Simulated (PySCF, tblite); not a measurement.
**C3H16Si4: geometry, infrared bands and NMR shifts**

Wanted: the infrared bands and NMR shifts of C3H16Si4 (`[SiH3]C[SiH2]C[SiH2]C[SiH3]`), by calculation.

The runs use tblite 0.8.0 and PySCF 2.14.0, with density-fitted response routines of our own; the level of theory stands in each step. All values are computed, except where a source is named. Atoms are numbered from 0 throughout.

## (1) The molecule as given

23 atoms, charge 0, multiplicity 1; geometry from: force field or distance geometry start.

Bonds of the start (Å): Si0–C1 1.85, C1–Si2 1.90, Si2–C3 1.87, C3–Si4 1.86, Si4–C5 1.86, C5–Si6 1.86, Si0–H7 1.46, Si0–H8 1.47, Si0–H9 1.47, C1–H10 1.10, C1–H11 1.09, Si2–H12 1.48, Si2–H13 1.45, C3–H14 1.12, C3–H15 1.10, Si4–H16 1.47, Si4–H17 1.48, C5–H18 1.11, C5–H19 1.11, Si6–H20 1.48, Si6–H21 1.47, Si6–H22 1.47.

## (2) Optimising the geometry with GFN2-xTB

What the job is given:

```
{"job": {"kind": "relax", "xc": "GFN2-xTB", "basis": "xTB"}, "charge": 0, "multiplicity": 1}
Si    -4.040100     0.021300    -0.581800
C     -2.882500     1.170800     0.292600
Si    -1.433900     0.156300     0.983200
C     -0.124200     0.193700    -0.345700
Si     1.299800    -0.944300     0.035900
C      2.717700     0.136000     0.568200
Si     4.345300    -0.351000    -0.179300
H     -4.882400     0.796200    -1.493500
H     -3.284600    -1.015100    -1.306700
H     -4.861000    -0.662800     0.430400
H     -3.346400     1.711300     1.136200
H     -2.442700     1.847800    -0.441300
H     -1.913500    -1.226900     1.208200
H     -1.024900     0.793400     2.225500
H      0.204400     1.259600    -0.431200
H     -0.620700    -0.162100    -1.265800
H      1.608300    -1.732400    -1.160700
H      0.971700    -1.932500     1.087000
H      2.730300     0.130100     1.679300
H      2.501400     1.168100     0.220500
H      5.309400     0.721800     0.161200
H      4.274200    -0.450400    -1.641400
H      4.889600    -1.601800     0.375100
```

Started as:

```console
$ OMP_NUM_THREADS=1 python probes_run.py task.json out
```

One launch serves the whole session: the jobs run in the order shown.

**Question.** This job is followed by: GFN2-xTB harmonic vibrations, gas phase; GIAO PBE0/pcSseg-1 NMR shielding, non-relativistic, gas phase. Predict these results of the whole session: strongest single infrared mode (GFN2-xTB); zero-point energy (GFN2-xTB); 13C shifts against TMS (PBE0/pcSseg-1, means over atoms taken as alike); 1H shifts against TMS (PBE0/pcSseg-1, means over atoms taken as alike); 29Si shifts against TMS (PBE0/pcSseg-1, means over atoms taken as alike); surface potential, 1st and 99th percentile.

The runs gave:

| quantity | value |
| --- | --- |
| strongest single infrared mode (GFN2-xTB) | 736 cm⁻¹, 877 km/mol |
| zero-point energy (GFN2-xTB) | 100.9 kcal/mol |
| 13C shifts against TMS (PBE0/pcSseg-1, means over atoms taken as alike) | -5.5, -10.8 ppm |
| 1H shifts against TMS (PBE0/pcSseg-1, means over atoms taken as alike) | 4.37, 3.97, -0.10, -0.16 ppm |
| 29Si shifts against TMS (PBE0/pcSseg-1, means over atoms taken as alike) | -41.7, -75.3 ppm |
| surface potential, 1st and 99th percentile | -0.09 V and 0.99 V |

**Reading.** Relaxing lowered the energy by 0.471 eV in 224 steps; the close pair that moved most is Si0–C1, from 1.851 to 1.897 Å. All 63 modes are real, so the xTB geometry is a minimum. The strongest single mode, at 736 cm⁻¹, has its largest shares on H13, H16, C3 and H17 (the list is cut at 4 atoms). GFN2-xTB is a fitted tight-binding method: band positions and strengths are rough. Its intensities can rank the bands wrongly. At PBE0/pcSseg-1: The widest tensor belongs to Si2, Si4: span 82 ppm, with a paramagnetic part of -492 ppm.
